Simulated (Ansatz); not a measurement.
**C4HF5: small, medium and large basis sets**

How large a basis does C4HF5 need? Two functionals are run in growing sets.

The runs use Ansatz 0.2.0, Gaussian basis; one geometry, several basis sets.

The runs, in order: PBE0-D4/def2-SVP; ωB97M-V/def2-SVP; PBE0-D4/def2-QZVPP; ωB97M-V/def2-QZVPP; the functionals' def2-TZVPP values are taken from earlier runs.

### Step 1. Structure used throughout

The geometry comes from an earlier relaxation with PBE0-D4 in a triple-zeta def2 set; it is a stationary point, not always the lowest conformer.

SMILES `FC(F)=CC(F)=C(F)F`, 10 atoms, charge 0, spin multiplicity 1.

Atoms are counted from 1 here; the program's logs count them from 0.

Bond lengths: F1–C2 1.312 Å, C2–F3 1.306 Å, C2–C4 1.326 Å, C4–C5 1.438 Å, C4–H10 1.081 Å, C5–F6 1.336 Å, C5–C7 1.332 Å, C7–F8 1.313 Å, C7–F9 1.307 Å. Angles: F1–C2–F3 110.3°, F1–C2–C4 123.0°, F3–C2–C4 126.7°, C2–C4–C5 125.9°, C2–C4–H10 116.5°, C5–C4–H10 117.6°, C4–C5–F6 118.5°, C4–C5–C7 124.0°, F6–C5–C7 117.5°, C5–C7–F8 123.3°, C5–C7–F9 124.5°, F8–C7–F9 112.2°.

### Step 2. PBE0-D4 in def2-SVP

The input, in.yaml:

```yaml
crystal:
  periodic: [false, false, false]
  atoms:
    - {symbol: F, position_ang: [-2.028768, -0.729525, 2.039627]}
    - {symbol: C, position_ang: [-1.431875, 0.004988, 1.130995]}
    - {symbol: F, position_ang: [-2.073150, 1.130249, 0.964243]}
    - {symbol: C, position_ang: [-0.333445, -0.381827, 0.496965]}
    - {symbol: C, position_ang: [0.371321, 0.370227, -0.506179]}
    - {symbol: F, position_ang: [-0.095451, 1.574950, -0.845498]}
    - {symbol: C, position_ang: [1.469373, -0.059856, -1.124470]}
    - {symbol: F, position_ang: [2.026077, -1.224265, -0.880805]}
    - {symbol: F, position_ang: [2.117721, 0.615432, -2.036101]}
    - {symbol: H, position_ang: [0.061198, -1.351674, 0.764226]}
basis:
  gaussian: {orbitals: def2-SVP}
hamiltonian: {xc: pbe0, dispersion: d4}
output: {orbitals: {seedname: orbitals}}
```

The run is started by

```bash
ansatz run in.yaml --threads 4 --pin off --events-out ev --progress --plain --max-ram 11315MiB
```

The runs that follow: ωB97M-V in def2-SVP; PBE0-D4 in def2-QZVPP; ωB97M-V in def2-QZVPP.

Q: Predict the results of all the runs planned. Wanted: PBE0-D4: double and triple zeta above quadruple; ωB97M-V: double and triple zeta above quadruple.

**Answer**, as computed:

| quantity | value |
| --- | --- |
| PBE0-D4: double and triple zeta above quadruple | 21.99, 0.89 eV |
| ωB97M-V: double and triple zeta above quadruple | 22.39, 0.84 eV |

For PBE0-D4 the step from double to triple zeta gains 21.10 eV and the next only 0.89 eV. Total energies overstate the basis error of differences, where much of it tends to cancel.
